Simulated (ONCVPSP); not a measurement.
# Tellurium: generating and testing an ONCV potential

Task: generate the file, and judge it by its errors in other configurations, its logarithmic derivatives, its ghosts and its cutoff.

Method: ONCVPSP 4.0.1, PBE, scalar-relativistic.

### Step 1. Starting point

Typed settings, in words:

```
element                 : tellurium (Te, Z = 52)
type                    : optimised norm-conserving Vanderbilt (ONCV)
frozen core             : [Kr]
valence charge          : 16
reference configuration : 4d10 5s2 5p4
partial waves           : 5s: rc 1.95 bohr, ncon 5, nbas 9, qcut 2.9 1/bohr, 2 projectors, debl 0.6 Ha; 5p: rc 1.85 bohr, ncon 3, nbas 6, qcut 4 1/bohr, 2 projectors, debl 0.4 Ha; 4d: rc 1.05 bohr, ncon 4, nbas 7, qcut 8.5 1/bohr, 2 projectors, debl 3.3 Ha
local potential         : polynomial inside 0.90 bohr (lpopt 5, dvloc0 2 Ha)
core correction         : not asked for
```

An earlier all-electron run gives the scale for the radii.

All-electron outer shells of the reference configuration (PBE, scalar-relativistic, ld1.x):

| shell | level (eV) | outermost node (bohr) | outermost maximum (bohr) |
| --- | --- | --- | --- |
| 4s | -164.39 | 0.38 | 0.70 |
| 4p | -114.41 | 0.38 | 0.74 |
| 4d | -41.65 | 0.36 | 0.81 |
| 5s | -15.11 | 0.91 | 1.80 |
| 5p | -5.95 | 1.00 | 2.17 |

### Step 2. The generation run

File Te.dat:

```
# ATOM AND REFERENCE CONFIGURATION
# atsym  z   nc   nv     iexc    psfile
  Te 52.00    8    3        4      upf
#
#   n    l    f
    1    0    2.00
    2    0    2.00
    2    1    6.00
    3    0    2.00
    3    1    6.00
    3    2   10.00
    4    0    2.00
    4    1    6.00
    4    2   10.00
    5    0    2.00
    5    1    4.00
#
# PSEUDOPOTENTIAL AND OPTIMIZATION
# lmax
    2
#
#   l,   rc,      ep,       ncon, nbas, qcut
    0    1.95    0.00    5    9    2.90
    1    1.85    0.00    3    6    4.00
    2    1.05    0.00    4    7    8.50
#
# LOCAL POTENTIAL
# lloc, lpopt,  rc(5),   dvloc0
    4    5    0.90    2.00
#
# VANDERBILT-KLEINMAN-BYLANDER PROJECTORs
# l, nproj, debl
    0    2    0.60
    1    2    0.40
    2    2    3.30
#
# MODEL CORE CHARGE
# icmod, fcfact, rcfact
    0    0.00    0.00
#
# LOG DERIVATIVE ANALYSIS
# epsh1, epsh2, depsh
   -3.00    5.00    0.02
#
# OUTPUT GRID
# rlmax, drl
    6.00    0.01
#
# TEST CONFIGURATIONS
# ncnf
    4
# nvcnf
#   n    l    f
    3
    4    2   10.00
    5    0    2.00
    5    1    3.00
#
    3
    4    2   10.00
    5    0    2.00
    5    1    2.00
#
    3
    4    2   10.00
    5    0    2.00
    5    1    1.00
#
    3
    4    2    9.00
    5    0    2.00
    5    1    4.00
#
```

On the command line:

```bash
$ oncvpsp.x < Te.dat > Te.out
```

What does the calculation give? Wanted: cutoffs for 1 and 0.1 mHa per electron, occupied waves; bound ghosts; GHOST(+) flags; largest test error; largest phase difference near zero energy, channels read.

As calculated:

| quantity | value |
| --- | --- |
| cutoffs for 1 and 0.1 mHa per electron, occupied waves | 126 Ha and 155 Ha |
| bound ghosts | s at -275.19 eV, p at -65.81 eV |
| GHOST(+) flags | s at 1665 eV |
| largest test error (AE − PS) | -241 meV, for 4d9 5s2 5p4 |
| largest phase difference near zero energy, channels read | 0.000 rad |

In words: A bound ghost (s, p) makes it unfit for use: electrons can fall into a state that the atom doesn't have. By total energies transferability is poor: the largest error is 241 meV on 49.3 eV, for 4d9 5s2 5p4. That test lies far up in energy; among those under 40 eV, nearer to bonding, the largest error is 7.4 meV. By its cutoff, 126 Ha for the looser tolerance, it is very hard. At the looser tolerance the 4d wave is the slowest; 5s needs 42 Ha. Near zero energy the phases of the channels with partial waves agree within 0.001 rad. The pseudo curves have a pole with no partner nearby in the atom's: p at -2.46 Ha. The program also flags highly localised states, GHOST(+) (s). These are tests on the free atom; a crystal test is still owed.
